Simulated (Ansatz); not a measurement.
# CH₃AlF₂: a ladder of functionals and wavefunction methods

Aim: compute CH₃AlF₂ with functionals from several rungs and with coupled cluster. The yardstick is the atomisation energy at the CCSD(T) limit.

Computed with Ansatz 0.2.0, Gaussian basis. Level: functionals in def2-TZVPP, the program's frozen cores in correlated methods.

Plan: LDA (SPW92), PBE-D4, revPBE-D4, BLYP-D4, r2SCAN-D4, B97M-V, PBE0-D4, B3LYP-D4, r2SCANh-D4, r2SCAN0-D4, HSE06-D4, BHLYP-D4, CAM-B3LYP-D4, LC-ωPBE, ωB97X-V, ωB97M-V, B2PLYP, PBE-QIDH; CCSD(T)/def2-SVP; CCSD(T)/def2-TZVPP; MP2/def2-QZVPP; extrapolation to the limit; RPA on PBE.

## Step 1: Structure used throughout

The geometry comes from an earlier relaxation with PBE0-D4 in a triple-zeta def2 set; it is a stationary point, not always the lowest conformer.

SMILES `F[CH](F)[AlH2]`, 7 atoms, charge 0, spin multiplicity 1.

Atoms are counted from 1 here; the program's logs count them from 0.

Bond lengths: F1–C2 1.330 Å, C2–F3 1.553 Å, C2–Al4 1.969 Å, C2–H5 1.092 Å, Al4–H6 1.577 Å, Al4–H7 1.579 Å. Angles: F1–C2–F3 105.4°, F1–C2–Al4 123.5°, F1–C2–H5 108.8°, F3–C2–Al4 66.5°, F3–C2–H5 101.7°, Al4–C2–H5 127.7°, C2–Al4–H6 117.2°, C2–Al4–H7 116.6°, H6–Al4–H7 126.0°.

## Step 2: LDA

This LDA is Slater exchange with PW92 correlation.

in.yaml

```yaml
crystal:
  periodic: [false, false, false]
  atoms:
    - {symbol: F, position_ang: [0.566433, -0.559430, 1.835762]}
    - {symbol: C, position_ang: [0.747195, -0.159828, 0.579858]}
    - {symbol: F, position_ang: [0.082580, -1.251915, -0.301399]}
    - {symbol: Al, position_ang: [-0.702151, 0.528348, -0.561326]}
    - {symbol: H, position_ang: [1.801200, -0.277693, 0.321065]}
    - {symbol: H, position_ang: [-2.150623, 0.570377, 0.060050]}
    - {symbol: H, position_ang: [-0.283435, 1.082043, -1.979711]}
basis:
  gaussian: {orbitals: def2-TZVPP}
hamiltonian: {xc: lda}
output: {orbitals: {seedname: orbitals}}
```

Run with:

```sh
$ ansatz run in.yaml --threads 2 --pin off --events-out ev --progress --plain --max-ram 4352MiB
```

After this run come: PBE-D4 (GGA); revPBE-D4 (GGA); BLYP-D4 (GGA); r2SCAN-D4 (meta-GGA); B97M-V (meta-GGA); B3LYP-D4 (hybrid); r2SCANh-D4 (hybrid); r2SCAN0-D4 (hybrid); HSE06-D4 (hybrid); BHLYP-D4 (hybrid); CAM-B3LYP-D4 (range-separated); LC-ωPBE (range-separated); ωB97X-V (range-separated); ωB97M-V (range-separated); B2PLYP (double hybrid); PBE-QIDH (double hybrid); CCSD(T) in def2-SVP; CCSD(T) in def2-TZVPP; MP2 in def2-QZVPP; RPA on PBE orbitals.

Before running them: what should the planned runs give, taken together? Wanted: atomisation energy, CCSD(T)/CBS; farthest beyond LDA; mean size of error, GGA; mean size of error, meta-GGA; mean size of error, hybrid; mean size of error, range-separated; mean size of error, double hybrid; gap, smallest and largest; T1 diagnostic.

As calculated:

| quantity | value |
| --- | --- |
| atomisation energy, CCSD(T)/CBS | 2220.9 kJ/mol |
| functionals within 11.1 kJ/mol (0.5 %) | BLYP-D4, r2SCAN-D4, LC-ωPBE, ωB97X-V, ωB97M-V |
| farthest beyond LDA | BHLYP-D4 (-106.5 kJ/mol) |
| mean size of error, GGA | 23.7 kJ/mol |
| mean size of error, meta-GGA | 15.8 kJ/mol |
| mean size of error, hybrid | 39.0 kJ/mol |
| mean size of error, range-separated | 6.8 kJ/mol |
| mean size of error, double hybrid | 35.9 kJ/mol |
| gap, smallest and largest | 4.97 eV (LDA (SPW92)), 12.26 eV (LC-ωPBE) |
| T1 diagnostic | 0.0137 |
| triples share of the correlation energy | 3.2 % |

**Reading.** LDA overbinds by 369.7 kJ/mol (17 %). PBE-D4 is off by +46.3 kJ/mol. Double hybrids carry the basis error of their MP2 part in triple zeta, and no dispersion term here, so their miss is partly the set-up's. Taken by rung, range-separated functionals do best (6.8 kJ/mol on average) and hybrid ones worst beyond LDA (39.0 kJ/mol). The mean of the hybrids holds BHLYP, with half exact exchange. The reference freezes the cores and leaves out relativity and excitations past (T), so misses under about 11.1 kJ/mol can't be ranked. Hartree-Fock recovers 70 % of the binding; the rest is correlation. CCSD(T) in def2-SVP is off by -126.0 kJ/mol, which most functionals beat. Orbital gaps span 5.0 to 12.3 eV; exact exchange widens them.
